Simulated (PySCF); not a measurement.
**Si2H5BrO2 (SMILES O[SiH](Br)O[SiH3]) at 6 levels**

Aim: a comparison of 6 runs (HF/3-21G, HF/def2-SVP, B3LYP/6-31G*, PBE/cc-pVDZ, PBE0/def2-SVP, PBE0/def2-TZVP) of Si2H5BrO2. The job is set up through a Python script.

Program for the calculation: PySCF 2.14.0.

## 1. Starting point

The species is Si2H5BrO2 (10 atoms), meant as a singlet with charge 0. As SMILES, `O[SiH](Br)O[SiH3]`. Geometry: relaxed at PBE0-D4/def2-TZVP. This is one conformer, not always the lowest.

Bond lengths: O1–Si2 1.623 Å, Si2–Br3 2.228 Å, Si2–O4 1.616 Å, O4–Si5 1.645 Å, O1–H6 0.959 Å, Si2–H7 1.468 Å, Si5–H8 1.484 Å, Si5–H9 1.483 Å, Si5–H10 1.482 Å. Some angles: O1–Si2–Br3 109.8°, O1–Si2–O4 112.6°, Br3–Si2–O4 107.5°, Si2–O4–Si5 145.6°, O1–Si2–H7 106.8°, Br3–Si2–H7 109.6°, O4–Si2–H7 110.6°, Si2–O1–H6 119.3°, O4–Si5–H8 109.9°, O4–Si5–H9 110.2°.

## 2. Energy and forces at HF/3-21G (run 1)

File run.py:

```python
from pyscf import gto, scf

molecule = gto.M(
    atom='''
O     -0.581280     0.012283     4.643813
Si    -1.635747     0.630791     1.830578
Br    -0.776866     4.628695     0.829590
O     -0.371898    -1.142339    -0.309915
Si     1.321108    -1.206212    -2.916414
H      1.117584     0.470920     5.074104
H     -4.383598     0.262294     1.906167
H      3.906253    -0.247743    -2.399007
H      0.110549     0.367930    -4.894769
H      1.451121    -3.873372    -3.758476
''',
    basis='3-21g',
    max_memory=1860,
    unit='bohr',
    verbose=4,
)

mf = scf.RHF(molecule)
mf.conv_tol = 1e-10
mf.kernel()
if not mf.converged:
    mf = mf.newton().run(mf.mo_coeff, mf.mo_occ)

etot = mf.e_tot
print('Final energy', etot)
grad = mf.nuc_grad_method().kernel()
dip = mf.dip_moment()
pop, q = mf.mulliken_pop()
```

Command:

```
$ OMP_NUM_THREADS=1 python run.py
```

Standard output:

```text
PySCF version 2.14.0

[... 64 lines left out ...]
converged SCF energy = -3286.81181733122
Final energy -3286.811817331221
[... 11 lines left out ...]
Dipole moment(X, Y, Z, Debye):  1.49151, -0.76260, -0.59506
[... 48 lines left out ...]
pop of  3 O 2px           0.72699
pop of  3 O 2py           0.73540
pop of  3 O 2pz           0.66806
pop of  3 O 3px           1.03488
pop of  3 O 3py           1.04719
pop of  3 O 3pz           0.98436
pop of  4 Si 1s           1.99855
pop of  4 Si 2s           1.97216
pop of  4 Si 3s           0.68183
pop of  4 Si 4s           0.41319
pop of  4 Si 2px          1.95671
pop of  4 Si 2py          1.95845
pop of  4 Si 2pz          1.95440
pop of  4 Si 3px          0.48569
pop of  4 Si 3py          0.55665
pop of  4 Si 3pz          0.40385
pop of  4 Si 4px          0.12614
pop of  4 Si 4py          0.18574
pop of  4 Si 4pz          0.07047
pop of  5 H 1s            0.41175
pop of  5 H 2s            0.16008
pop of  6 H 1s            0.43718
pop of  6 H 2s            0.78939
pop of  7 H 1s            0.43291
pop of  7 H 2s            0.79811
pop of  8 H 1s            0.43258
pop of  8 H 2s            0.79012
pop of  9 H 1s            0.43250
pop of  9 H 2s            0.79029
 ** Mulliken atomic charges  **
charge of    0O =     -0.85102
charge of    1Si =      1.56231
charge of    2Br =     -0.40945
charge of    3O =     -1.06311
charge of    4Si =      1.23617
charge of    5H =      0.42817
charge of    6H =     -0.22657
charge of    7H =     -0.23102
charge of    8H =     -0.22270
charge of    9H =     -0.22279
```

Wall time 5.4 s (1 thread of Intel Xeon at 2.70GHz, shared host); peak memory 0.15 GiB.

## 3. Energy and gradient at HF/def2-SVP (run 2)

File calc.py:

```python
import pyscf.grad
from pyscf import gto, scf

mol = gto.Mole()
mol.atom = '''
O       -0.307600       0.006500       2.457400
Si      -0.865600       0.333800       0.968700
Br      -0.411100       2.449400       0.439000
O       -0.196800      -0.604500      -0.164000
Si       0.699100      -0.638300      -1.543300
H        0.591400       0.249200       2.685100
H       -2.319700       0.138800       1.008700
H        2.067100      -0.131100      -1.269500
H        0.058500       0.194700      -2.590200
H        0.767900      -2.049700      -1.988900
'''
mol.max_memory = 1860
mol.basis = 'def2-svp'
mol.spin = 0
mol.verbose = 4
mol.build()

hf = scf.RHF(mol)
hf.conv_tol = 1e-10
hf.kernel()
if not hf.converged:
    hf = hf.newton().run(hf.mo_coeff, hf.mo_occ)

etot = hf.e_tot
print('Final energy', etot)
grad = hf.Gradients().kernel()
hf.analyze()
```

Command:

```
$ OMP_NUM_THREADS=1 python calc.py
```

Standard output:

```text
PySCF version 2.14.0

[... 85 lines left out ...]
DFT Exchange-Correlation Energy =     -148.897057167544745
[... 12 lines left out ...]
MO #11  energy= -7.44418327154017  occ= 2
[... 10 lines left out ...]
MO #22  energy= -3.18585814835721  occ= 2
[... 10 lines left out ...]
MO #33  energy= -0.620184919397305 occ= 2
[... 10 lines left out ...]
MO #44  energy= 0.172667931562605  occ= 0
[... 10 lines left out ...]
MO #55  energy= 0.453681367678749  occ= 0
[... 10 lines left out ...]
MO #66  energy= 0.724856203814031  occ= 0
[... 10 lines left out ...]
MO #77  energy= 1.0258495361361    occ= 0
[... 10 lines left out ...]
MO #88  energy= 1.45816066242982   occ= 0
[... 10 lines left out ...]
MO #99  energy= 1.98388980307339   occ= 0
[... 10 lines left out ...]
MO #110 energy= 3.18268884145154   occ= 0
[... 10 lines left out ...]
MO #121 energy= 4.1455656437631    occ= 0
[... 95 lines left out ...]
pop of  4 Si 3dz^2        0.01072
pop of  4 Si 3dxz         0.00939
pop of  4 Si 3dx2-y2      0.01199
pop of  5 H 1s            0.63883
pop of  5 H 2s            0.01337
pop of  5 H 2px           0.00219
pop of  5 H 2py           0.00133
pop of  5 H 2pz           0.00154
pop of  6 H 1s            1.13929
pop of  6 H 2s            0.00443
pop of  6 H 2px           0.00599
pop of  6 H 2py           0.00029
pop of  6 H 2pz           0.00014
pop of  7 H 1s            1.14940
pop of  7 H 2s            0.00257
pop of  7 H 2px           0.00443
pop of  7 H 2py           0.00069
pop of  7 H 2pz           0.00032
pop of  8 H 1s            1.14466
pop of  8 H 2s            0.00274
pop of  8 H 2px           0.00117
pop of  8 H 2py           0.00180
pop of  8 H 2pz           0.00254
pop of  9 H 1s            1.13996
pop of  9 H 2s            0.00269
pop of  9 H 2px           0.00006
pop of  9 H 2py           0.00490
pop of  9 H 2pz           0.00044
 ** Mulliken atomic charges  **
charge of    0O =     -0.75287
charge of    1Si =      1.32356
charge of    2Br =     -0.33090
charge of    3O =     -0.90003
charge of    4Si =      0.92601
charge of    5H =      0.34273
charge of    6H =     -0.15014
charge of    7H =     -0.15740
charge of    8H =     -0.15291
charge of    9H =     -0.14806
Dipole moment(X, Y, Z, Debye):  1.27037, -0.52665, -0.27932
```

Wall time 32 s (1 thread of Intel Xeon at 2.70GHz, shared host); peak memory 0.32 GiB.

Runs 3 to 5 aren't shown in full; the table further down has their settings and results.

## 4. Energy and forces at PBE0/def2-TZVP (run 6)

File calc.py:

```python
import pyscf.grad
from pyscf import gto, dft

system = gto.M(
    atom='''
O     -0.581280     0.012283     4.643813
Si    -1.635747     0.630791     1.830578
Br    -0.776866     4.628695     0.829590
O     -0.371898    -1.142339    -0.309915
Si     1.321108    -1.206212    -2.916414
H      1.117584     0.470920     5.074104
H     -4.383598     0.262294     1.906167
H      3.906253    -0.247743    -2.399007
H      0.110549     0.367930    -4.894769
H      1.451121    -3.873372    -3.758476
''',
    max_memory=1860,
    verbose=4,
    spin=0,
    charge=0,
    basis='def2-tzvp',
    unit='bohr',
)

myscf = dft.RKS(system)
myscf.xc = 'pbe0'
myscf.grids.level = 5
myscf.conv_tol = 1e-10
myscf.kernel()
if not myscf.converged:
    myscf = myscf.newton().run(myscf.mo_coeff, myscf.mo_occ)

e_final = myscf.e_tot
print('E = %.10f Eh' % e_final)
grad = myscf.Gradients().kernel()
myscf.analyze()
```

Command:

```
$ OMP_NUM_THREADS=1 python calc.py
```

Standard output:

```text
PySCF version 2.14.0

[... 106 lines left out ...]
MO #5   energy= -56.4299048158676  occ= 2
[... 18 lines left out ...]
MO #24  energy= -2.668710659391    occ= 2
[... 18 lines left out ...]
MO #43  energy= 1.78982701887198e-05 occ= 0
[... 18 lines left out ...]
MO #62  energy= 0.265406339131154  occ= 0
[... 18 lines left out ...]
MO #81  energy= 0.562035389233329  occ= 0
[... 18 lines left out ...]
MO #100 energy= 1.01466269550117   occ= 0
[... 18 lines left out ...]
MO #119 energy= 1.4018102658501    occ= 0
[... 18 lines left out ...]
MO #138 energy= 1.83912074244903   occ= 0
[... 18 lines left out ...]
MO #157 energy= 2.32030381105742   occ= 0
[... 18 lines left out ...]
MO #176 energy= 4.04540552645928   occ= 0
[... 18 lines left out ...]
MO #195 energy= 6.21934801818831   occ= 0
[... 18 lines left out ...]
MO #214 energy= 43.7760933491754   occ= 0
[... 188 lines left out ...]
pop of  5 H 3s            0.00633
pop of  5 H 2px           0.00087
pop of  5 H 2py           0.00141
pop of  5 H 2pz           0.00130
pop of  6 H 1s            1.09818
pop of  6 H 2s            0.00526
pop of  6 H 3s            0.00119
pop of  6 H 2px           0.00537
pop of  6 H 2py           0.00035
pop of  6 H 2pz           0.00026
pop of  7 H 1s            1.10076
pop of  7 H 2s            0.00365
pop of  7 H 3s            0.00099
pop of  7 H 2px           0.00370
pop of  7 H 2py           0.00060
pop of  7 H 2pz           0.00039
pop of  8 H 1s            1.09671
pop of  8 H 2s            0.00383
pop of  8 H 3s            0.00094
pop of  8 H 2px           0.00109
pop of  8 H 2py           0.00156
pop of  8 H 2pz           0.00208
pop of  9 H 1s            1.09129
pop of  9 H 2s            0.00402
pop of  9 H 3s            0.00075
pop of  9 H 2px           0.00007
pop of  9 H 2py           0.00414
pop of  9 H 2pz           0.00041
 ** Mulliken atomic charges  **
charge of    0O =     -0.74207
charge of    1Si =      1.19262
charge of    2Br =     -0.30040
charge of    3O =     -0.83522
charge of    4Si =      0.74964
charge of    5H =      0.36302
charge of    6H =     -0.11061
charge of    7H =     -0.11009
charge of    8H =     -0.10621
charge of    9H =     -0.10067
Dipole moment(X, Y, Z, Debye):  1.13560, -0.55191, -0.12038
```

It took 7.1 min on 1 thread of Intel Xeon at 2.70GHz, shared host; peak memory 1.8 GiB.

## 5. Overview of the runs

```csv
run,level,Cartesian functions,integration grid,energy (Eh),dipole moment (D),HOMO energy (eV),LUMO energy (eV),wall time
1,HF/3-21G,no,–,-3286.811817,1.78,-11.56,4.03,5.4 s
2,HF/def2-SVP,no,–,-3302.491474,1.40,-11.63,3.93,32 s
3,B3LYP/6-31G* (Cartesian functions),yes,5,-3306.492183,1.50,-8.17,0.10,87 s
4,PBE/cc-pVDZ,no,5,-3305.862922,1.32,-7.03,-0.48,1.7 min
5,PBE0/def2-SVP,no,5,-3305.448157,1.37,-8.48,0.50,85 s
6,PBE0/def2-TZVP,no,5,-3306.168763,1.27,-8.61,0.00,7.1 min
```

## 6. What came out

| quantity | value |
| --- | --- |
| run 6: total energy | -3306.16876 Eh |
| run 6: dipole moment | 1.27 D |
| run 6: HOMO energy | -8.61 eV |
| run 6: LUMO energy | 0.00 eV |
| run 6: HOMO–LUMO gap | 8.61 eV |
| run 6: largest force on an atom | 0.026 eV/Å |

The dipole moment (its size) runs from 1.27 D (PBE0/def2-TZVP) to 1.78 D (HF/3-21G). The two ends differ in method and basis. The HOMO–LUMO gap runs from 6.55 eV (PBE/cc-pVDZ) to 15.58 eV (HF/3-21G). Totals of different functionals can't be ranked against each other. All runs together took 12 min, the longest 7.1 min.
